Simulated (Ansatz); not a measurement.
# Ge5S: what a guessed cell relaxes into

Aim: relax a trial structure of Ge5S and see where it ends.

Method: DFT PBE, scalar-relativistic, plane waves, PAW, in Ansatz 0.2.0.

## (1) The starting structure

Symmetry: P4/mmm, No. 123, tetragonal system. The conventional cell has a = 5.807 Å, b = 5.807 Å, c = 3.778 Å, α = 90.00°, β = 90.00°, γ = 90.00°. Ge (site symmetry m2m) is surrounded by 1 Ge at 1.70 Å. Around Ge (site symmetry 4/mmm) lie 4 Ge at 1.70 Å. Around S (site symmetry 4/mmm) lie 16 Ge at 3.67 Å.

Coordinates:

```xyz
6
Lattice="5.8071 0.0000 0.0000 0.0000 5.8071 0.0000 0.0000 0.0000 3.7780" Properties=species:S:1:pos:R:3 pbc="T T T"
Ge    4.6033    2.9035    0.0000
Ge    1.2038    2.9035    0.0000
Ge    2.9035    4.6033    0.0000
Ge    2.9035    1.2038    0.0000
Ge    2.9035    2.9035    0.0000
S     0.0000    0.0000    1.8890
```

Recipe of the guess: random cell by space group and Wyckoff sites (P4/mmm, No. 123). The dimensions are guesses.

## (2) A first look at the guess

input.yaml

```yaml
crystal:
  lattice:
    - [5.80706564, 0.0, 0.0]
    - [0.0, 5.80706564, 0.0]
    - [0.0, 0.0, 3.77798242]
  atoms:
    - { symbol: Ge, position: [0.79270532, 0.5, 0.0] }
    - { symbol: Ge, position: [0.20729468, 0.5, 0.0] }
    - { symbol: Ge, position: [0.5, 0.79270532, 0.0] }
    - { symbol: Ge, position: [0.5, 0.20729468, 0.0] }
    - { symbol: Ge, position: [0.5, 0.5, 0.0] }
    - { symbol: S, position: [0.0, 0.0, 0.5] }
basis:
  ecutwfc: 420
kpoints:
  mp_grid: { grid: [4, 4, 4] }
hamiltonian:
  xc: pbe
scf:
  occupations: { method: gaussian, width: 0.1 }
  lower_state_search: "off"
output:
  forces: true
  stress: true
  eigenvalues: true
```

Run with:

```
> ansatz run input.yaml --threads 1 --pin off --max-ram 2560MiB --backend cpu --events-out ev --progress --plain --runs-dir out
```

Further runs follow: a loose first relaxation; final relaxation.

Q: Predict the outcome of this session. Wanted: conventional cell; volume; energy over the elements; gap on the mesh.

**Answer**, as computed:

```
                              quantity                                                                      value
symmetry at the end (tolerance 0.05 Å)                                               space group P4/mmm (No. 123)
                     conventional cell  a = 7.851 Å, b = 7.851 Å, c = 2.525 Å, α = 90.00°, β = 90.00°, γ = 90.00°
                                volume                                                              25.94 Å³/atom
              energy over the elements                                                              +0.68 eV/atom
                       gap on the mesh                                                               none (metal)
```

What this shows: The space group P4/mmm (No. 123) is kept, and the volume per atom grows by 22.2 % from the first guess. With a positive formation energy it can't be a ground state. No finished test with a distortion of lower symmetry is shown, so the end may be a saddle point. Where forces pass 15 eV/Å atoms stand far too close, the PAW spheres overlap strongly and those numbers are rough.
